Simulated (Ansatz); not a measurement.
# RbBi2: the cost of one run

Program: Ansatz 0.2.0 through its Python package. The levels of theory stand in the script. These are calculated values, not measurements.

## Step 1: The structure

It takes space group Fd-3m (No. 227, cubic). Conventional cell: a = 9.603 Å, b = 9.603 Å, c = 9.603 Å, α = 90.00°, β = 90.00°, γ = 90.00°. Around Rb (site symmetry -43m) lie 12 Bi at 3.98 Å and 4 Rb at 4.16 Å. Bi (site symmetry -3m) is surrounded by 6 Bi at 3.40 Å and 6 Rb at 3.98 Å.

The script holds or builds the structure itself.

## Step 2: The script

run_lattice.py reads:

```python
"""Relaxed cell of RbBi2 under several functionals."""

import warnings

import ansatz
from ase import Atoms
import numpy as np

K_DENSITY = 4.5
SMEARING = "fermi_dirac"
SMEARING_WIDTH = 0.15
FMAX = 0.03

def edges_and_angles(cell):
    cell = np.asarray(cell)
    a, b, c = np.linalg.norm(cell, axis=1)
    cosines = cell[1] @ cell[2] / (b * c), cell[0] @ cell[2] / (a * c), cell[0] @ cell[1] / (a * b)
    return (a, b, c, *np.degrees(np.arccos(cosines)))


def main() -> None:
    warnings.simplefilter("ignore", ansatz.DeckWarning)

    atoms = Atoms(
        ["Rb", "Rb", "Bi", "Bi", "Bi", "Bi"],
        scaled_positions=[
            [0.5, 0.5, 0.5],
            [0.75, 0.75, 0.75],
            [0.625, 0.125, 0.125],
            [0.125, 0.125, 0.125],
            [0.125, 0.125, 0.625],
            [0.125, 0.625, 0.125],
        ],
        cell=[
            [0.0, 4.801394, 4.801394],
            [4.801394, 0.0, 4.801394],
            [4.801394, 4.801394, 0.0],
        ],
        pbc=True,
    )
    xtal = ansatz.Crystal.from_ase(atoms)

    calc = (
        xtal.calculation()
        .basis(18 * ansatz.Ha)
        .kpoints(density=K_DENSITY)
        .occupations(SMEARING, width=SMEARING_WIDTH)
        .relax(cell=True, force_tolerance=FMAX)
    )

    levels = [("pbesol", "d3bj"), ("blyp", "d3bj"), ("lda", "none")]
    print("level            a       b       c    alpha   beta  gamma  V/atom  steps")
    for name, dispersion in levels:
        seen = []
        run = calc.functional(name, dispersion=dispersion).session().plan()
        result = run.execute(on_event=lambda e: seen.append(e) if e["event"] == "relax_step" else None)
        cell = result.lattice.cell_ang
        label = name if dispersion == "none" else f"{name}+{dispersion}"
        print("{:13s} {:7.4f} {:7.4f} {:7.4f} {:6.2f} {:6.2f} {:6.2f}".format(label, *edges_and_angles(cell)), f"{abs(np.linalg.det(cell)) / len(result.lattice.sites):7.3f} {len(seen):5d}")


if __name__ == "__main__":
    main()
```

## Step 3: The calls as engine input

The engine receives this input (first run):

```yaml
crystal:
  lattice:
    - [0.0, 4.801394, 4.801394]
    - [4.801394, 0.0, 4.801394]
    - [4.801394, 4.801394, 0.0]
  atoms:
    - { symbol: Rb, position: [0.5, 0.5, 0.5] }
    - { symbol: Rb, position: [0.75, 0.75, 0.75] }
    - { symbol: Bi, position: [0.6250000000000001, 0.125, 0.125] }
    - { symbol: Bi, position: [0.125, 0.125, 0.125] }
    - { symbol: Bi, position: [0.125, 0.125, 0.625] }
    - { symbol: Bi, position: [0.12499999999999996, 0.625, 0.12500000000000006] }
basis:
  ecutwfc: 489.804952427784
kpoints:
  mp_grid:
    kspacing: 0.2222222222222222
hamiltonian:
  xc: pbesol
  dispersion: d3bj
scf:
  occupations:
    method: fermi_dirac
    width: 0.15
relax:
  f_tol: 0.03
  cell: {}
```

## Step 4: The run

Started as:

```console
> python run_lattice.py
```

Q: Estimate wall time and peak memory on 1 thread of Arm Neoverse V2, shared host.

About 100 s, with a peak of 0.66 GiB.
